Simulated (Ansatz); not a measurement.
Write a Python script for Ansatz 0.2.0, Python API that makes a rigid scan of one bond angle of BrFHInO, SMILES [OH][In]([F])[Br]. Settings (for the species named): r2SCAN, def2-SVP basis, multiplicity 1, D3BJ dispersion.

```xyz
5

O     0.4626    1.0799    0.5140
In    0.0577   -0.5352    0.0231
F     1.2566   -0.9758    0.7800
Br   -1.6241   -1.2738   -1.1742
H    -0.1028    1.6312   -0.1844
```

Script `brfhino.py`:
```python
"""Bending curve of BrFHInO."""

import ansatz as az
from ase import Atoms

atoms = Atoms(["O", "In", "F", "Br", "H"], positions=[
    (0.4626, 1.0799, 0.514),
    (0.0577, -0.5352, 0.0231),
    (1.2566, -0.9758, 0.78),
    (-1.6241, -1.2738, -1.1742),
    (-0.1028, 1.6312, -0.1844),
])

# relax first, so that the scan starts from a minimum
first = (
    az.Crystal.molecule_from_ase(atoms).calculation()
    .basis(gaussian="def2-SVP")
    .functional("r2SCAN", dispersion="d3bj")
    .relax(force_tolerance=0.02, max_steps=80)
)
atoms.positions = first.run().report["positions_ang"]

rows = []
for angle in [90, 100, 110, 120, 135, 150, 165, 179]:
    bent = atoms.copy()
    bent.set_angle(1, 0, 4, angle, indices=[4])
    job = (
        az.Crystal.molecule_from_ase(bent).calculation()
        .basis(gaussian="def2-SVP")
        .functional("r2SCAN", dispersion="d3bj")
    )
    rows.append((angle, job.run().report["free_energy_ev"]))
floor = min(e for _, e in rows)
for angle, e in rows:
    print(f"angle In1-O0-H4 = {angle:3d} deg   {1000 * (e - floor):9.1f} meV")
```

`python brfhino.py` gives:
```text
DeckWarning: the engine holds no damping parameters fitted to this dispersion correction and functional, so the run takes those fitted to r2scan beside the three-body term, which d3bj leaves out (hamiltonian.dispersion, under Limitations)
angle In1-O0-H4 =  90 deg       179.0 meV
angle In1-O0-H4 = 100 deg        42.4 meV
angle In1-O0-H4 = 110 deg         0.0 meV
angle In1-O0-H4 = 120 deg        29.3 meV
angle In1-O0-H4 = 135 deg       162.9 meV
angle In1-O0-H4 = 150 deg       342.6 meV
angle In1-O0-H4 = 165 deg       497.8 meV
angle In1-O0-H4 = 179 deg       564.0 meV
```
(Warnings from the package without file and line.)

Notes:
- The settings weren't tested for convergence.
- The scan is rigid, and the energies are electronic, in a modest basis. The zero is the lowest point of the grid, which needn't be the minimum.
- def2 sets replace the cores of elements past krypton by effective core potentials.
- A dispersion term here runs with damping parameters fitted for another variant or functional.
- Run time: 110 s on 1 thread of Arm Neoverse V1, on a shared host, peak memory 0.24 GiB.
